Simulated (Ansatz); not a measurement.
# HCl: the cost of one run

Method: DFT PBE+D3(BJ), plane waves, PAW, scalar-relativistic, no spin polarisation, in Ansatz 0.2.0.

**1. The system as given**

The cell holds 20 atoms (Cl10H10): a = 7.990 Å, b = 7.990 Å, c = 7.990 Å, α = 90.00°, β = 90.00°, γ = 90.00°.

Its coordinates follow in the input file.

**2. Preparing the start**

File input.yaml:

```yaml
accuracy: low
crystal:
  lattice:
    - [7.98957, 0.0, 0.0]
    - [0.0, 7.98957, 0.0]
    - [0.0, 0.0, 7.98957]
  atoms:
    - { symbol: Cl, position: [0.1488881, 0.1783519, 0.2958096] }
    - { symbol: H, position: [0.2059185, 0.2416678, 0.160146] }
    - { symbol: Cl, position: [0.0762145, 0.6506823, 0.5423146] }
    - { symbol: H, position: [0.0597293, 0.7926556, 0.6146875] }
    - { symbol: Cl, position: [0.6817427, 0.2498513, 0.2055384] }
    - { symbol: H, position: [0.693768, 0.2456985, 0.0458382] }
    - { symbol: Cl, position: [0.4212884, 0.1344531, 0.7657306] }
    - { symbol: H, position: [0.4952747, -0.0008199, 0.7222193] }
    - { symbol: Cl, position: [0.4531338, 0.8118117, 0.4881161] }
    - { symbol: H, position: [0.3573123, 0.9068823, 0.4018269] }
    - { symbol: Cl, position: [0.7229121, 0.8325209, 0.8867451] }
    - { symbol: H, position: [0.635172, 0.7285824, 0.802102] }
    - { symbol: Cl, position: [0.2566957, 0.7195347, 0.0212107] }
    - { symbol: H, position: [0.1594766, 0.6230126, 0.1042646] }
    - { symbol: Cl, position: [0.7480055, 0.3063803, 0.6228938] }
    - { symbol: H, position: [0.89439, 0.3254652, 0.68513] }
    - { symbol: Cl, position: [0.8180245, 0.9660661, 0.457718] }
    - { symbol: H, position: [0.790091, 0.9721567, 0.3000835] }
    - { symbol: Cl, position: [-0.0129042, 0.3933317, 0.9853906] }
    - { symbol: H, position: [0.1467249, 0.3964954, 0.9986024] }
basis:
  ecutwfc: 420.0
kpoints:
  mp_grid: { grid: [1, 1, 1] }
hamiltonian:
  xc: pbe
  dispersion: d3bj
scf:
  occupations: { method: fermi_dirac, width: 0.05 }
  lower_state_search: "off"
relax:
  f_tol: 0.3
  max_steps: 15
  adjacent_minimum: "off"
```

Launch:

```bash
ansatz run input.yaml --threads 1 --pin off --max-ram 3072MiB --backend cpu --events-out ev --progress --plain --runs-dir out
```

Q: Estimate wall time and peak memory on 1 thread of Intel Xeon Platinum 8488C (Sapphire Rapids), shared host.

About 26 s, with a peak of 0.49 GiB.
